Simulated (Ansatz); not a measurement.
Task: vertical and adiabatic energies of changing the electron count of CH4SiTe, SMILES C1[SiH2][Te]1, with Ansatz 0.2.0 through its Python package. Give the script and its output. Use (for the species named): CAM-B3LYP, def2-SVP basis, multiplicity 1.

| atom | x (Å) | y (Å) | z (Å) |
| --- | --- | --- | --- |
| C | -0.6162 | -0.4098 | -0.4656 |
| Si | 0.6544 | 0.5366 | 0.4033 |
| Te | 0.0342 | -1.8924 | 0.8047 |
| H | -0.3673 | -0.5257 | -1.5541 |
| H | -1.6828 | -0.0159 | -0.2437 |
| H | 0.1477 | 1.4906 | 1.4164 |
| H | 1.8913 | 0.7485 | -0.4068 |

`ch4site_adiabatic.py`
```python
"""How CH4SiTe relaxes after losing an electron."""

import itertools
import warnings

import ansatz as az
from ase.data import atomic_numbers, covalent_radii
import numpy as np


def main() -> None:
    warnings.simplefilter("ignore", az.DeckWarning)

    geometry_ang = [
        ("C", (-0.6162, -0.4098, -0.4656)),
        ("Si", (0.6544, 0.5366, 0.4033)),
        ("Te", (0.0342, -1.8924, 0.8047)),
        ("H", (-0.3673, -0.5257, -1.5541)),
        ("H", (-1.6828, -0.0159, -0.2437)),
        ("H", (0.1477, 1.4906, 1.4164)),
        ("H", (1.8913, 0.7485, -0.4068)),
    ]
    ch4site = az.Crystal.molecule()
    for symbol, xyz in geometry_ang:
        ch4site = ch4site.atom(symbol, xyz)

    base = (
        ch4site.calculation()
        .basis(gaussian="def2-SVP")
        .functional("CAM-B3LYP")
    )
    symbols = [site.symbol for site in ch4site.cartesian_sites]
    start = np.array([site.position_ang for site in ch4site.cartesian_sites], dtype=float)
    r = base.relax(force_tolerance=0.01, max_steps=100).run(threads=1, pin="off").report
    end = np.array(r["positions_ang"])

    minimum = az.Crystal.molecule()
    for symbol, place in zip(symbols, end):
        minimum = minimum.atom(symbol, place.tolist())
    ion = minimum.calculation()
    ion = ion.basis(gaussian="def2-SVP").functional("CAM-B3LYP")
    ion = ion.charge(1)
    ion = ion.spin("collinear", total=1)
    vertical = ion.run(threads=1, pin="off").report
    settled = ion.relax(force_tolerance=0.01, max_steps=80).run(threads=1, pin="off").report
    print(f"vertical ionisation energy   {vertical['free_energy_ev'] - r['free_energy_ev']:.3f} eV")
    print(f"adiabatic, no zero point     {settled['free_energy_ev'] - r['free_energy_ev']:.3f} eV")
    print(f"relaxation energy of the ion {vertical['free_energy_ev'] - settled['free_energy_ev']:.3f} eV")
    ionised = np.array(settled["positions_ang"])
    # pairs closer than 1.2 times the sum of covalent radii, before or after
    radius = [covalent_radii[atomic_numbers[s]] for s in symbols]
    span = lambda where, i, j: np.linalg.norm(where[i] - where[j])
    bonded = [(i, j) for i, j in itertools.combinations(range(len(symbols)), 2) if min(span(end, i, j), span(ionised, i, j)) < 1.2 * (radius[i] + radius[j])]
    print("pair        before    after (A)")
    for i, j in bonded:
        print(f"{symbols[i]}{i}-{symbols[j]}{j}".ljust(10), f"{span(end, i, j):8.4f} {span(ionised, i, j):8.4f}")


if __name__ == "__main__":
    main()
```

```console
$ python ch4site_adiabatic.py
vertical ionisation energy   8.147 eV
adiabatic, no zero point     7.977 eV
relaxation energy of the ion 0.170 eV
pair        before    after (A)
C0-Si1       1.8470   1.8373
C0-Te2       2.2464   2.2230
C0-H3        1.0941   1.0980
C0-H4        1.0941   1.0980
Si1-Te2      2.4529   2.5928
Si1-H5       1.4805   1.4717
Si1-H6       1.4807   1.4717
```

Notes:
- The energies are electronic: no zero-point or thermal terms, and the basis set is short of its limit. The product may relax into another structure. The relaxation finds the nearest minimum, so the adiabatic value is an upper bound.
- def2 sets replace the cores of elements past krypton by effective core potentials.
- Hardware and time: 81 s on 1 thread of Arm Neoverse V1, with other jobs on the host, peak memory 0.35 GiB.
